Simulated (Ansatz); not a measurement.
# CH3BN2: taking an electron away

The task here is to estimate one member of a computed series from the others.

Method: unrestricted cation, the program's frozen cores in correlated methods; program: Ansatz 0.2.0, Gaussian basis.

Plan: UKS PBE-D4/def2-TZVPP; UKS r2SCAN-D4/def2-TZVPP; UKS PBE0-D4/def2-TZVPP; UKS B3LYP-D4/def2-TZVPP; UKS wB97X-V/def2-TZVPP; UKS wB97M-V/def2-TZVPP; UKS B2PLYP/def2-TZVPP; UHF-CCSD(T)/def2-TZVPP; UHF-MP2/def2-QZVPP; extrapolation to the limit; then −ε(HOMO) from the neutral's earlier runs with LDA (SPW92), PBE-D4, revPBE-D4, BLYP-D4, r2SCAN-D4, B97M-V, PBE0-D4, B3LYP-D4, r2SCANh-D4, r2SCAN0-D4, HSE06-D4, BHLYP-D4, CAM-B3LYP-D4, LC-ωPBE, ωB97X-V, ωB97M-V.

## The geometry

All runs share one geometry, relaxed beforehand with PBE0-D4 in a triple-zeta def2 set.

SMILES `N=C1BN1`, 7 atoms, charge 0, spin multiplicity 1.

Atoms are counted from 1 here; the program's logs count them from 0.

Bond lengths: N1–C2 1.256 Å, N1–H5 1.020 Å, C2–B3 1.512 Å, C2–N4 1.406 Å, B3–N4 1.382 Å, B3–H6 1.182 Å, N4–H7 1.010 Å. Angles: C2–N1–H5 112.2°, N1–C2–B3 162.1°, N1–C2–N4 141.5°, B3–C2–N4 56.4°, C2–B3–N4 57.9°, C2–B3–H6 159.9°, N4–B3–H6 142.1°, C2–N4–B3 65.7°, C2–N4–H7 140.8°, B3–N4–H7 153.6°.

The first run:

File in.yaml:

```yaml
crystal:
  periodic: [false, false, false]
  atoms:
    - {symbol: N, position_ang: [-1.387861, 0.620894, -0.862429]}
    - {symbol: C, position_ang: [-0.493852, 0.217800, -0.078094]}
    - {symbol: B, position_ang: [0.265405, -0.123056, 1.183656]}
    - {symbol: N, position_ang: [0.786753, -0.362373, -0.073199]}
    - {symbol: H, position_ang: [-1.124937, 0.499373, -1.840542]}
    - {symbol: H, position_ang: [0.514687, -0.233134, 2.334328]}
    - {symbol: H, position_ang: [1.501005, -0.687506, -0.709419]}
basis:
  gaussian: {orbitals: def2-TZVPP}
total_charge: 1
magnetization: {spin_polarized: true, initial_magnetization: 1}
hamiltonian: {xc: pbe, dispersion: d4}
```

Launch:

```sh
ansatz run in.yaml --threads 2 --pin off --events-out ev --progress --plain --max-ram 4352MiB
```

Among the steps run: Cation, UKS PBE-D4/def2-TZVPP; Cation, UKS r2SCAN-D4/def2-TZVPP; Cation, UKS PBE0-D4/def2-TZVPP; Cation, UKS B3LYP-D4/def2-TZVPP; Cation, UKS wB97X-V/def2-TZVPP; Cation, UKS wB97M-V/def2-TZVPP; Cation, UKS B2PLYP (frozen core)/def2-TZVPP; Cation, UHF-CCSD(T)/def2-TZVPP; Cation, UHF-MP2/def2-QZVPP.

One table of the session follows, with a row left open; its other results are not shown here.

It belongs to the step «Ionisation energies side by side». Orbital estimates, from the neutral's runs:

```
  functional  −ε(HOMO) (eV)
 LDA (SPW92)           5.83
      PBE-D4           5.74
   revPBE-D4           5.70
     BLYP-D4           5.63
   r2SCAN-D4              ?
      B97M-V           6.17
     PBE0-D4           7.15
    B3LYP-D4           6.92
  r2SCANh-D4           6.53
  r2SCAN0-D4           7.33
    HSE06-D4           6.75
    BHLYP-D4           8.49
CAM-B3LYP-D4           8.53
     LC-ωPBE           9.86
     ωB97X-V           9.54
     ωB97M-V           9.45
```

Q: Estimate the row for r2SCAN-D4 from the others.

Worked estimate for «−ε(HOMO) (eV)». Against the share of exact exchange, r2SCANh-D4 (0.1, 6.53), r2SCAN0-D4 (0.25, 7.33) give a slope of 5.33 per unit share; at 0 the line stands at 6.00.

The run gave: −ε(HOMO) (eV): 6.01. In «−ε(HOMO) (eV)» the line misses by -0.01.
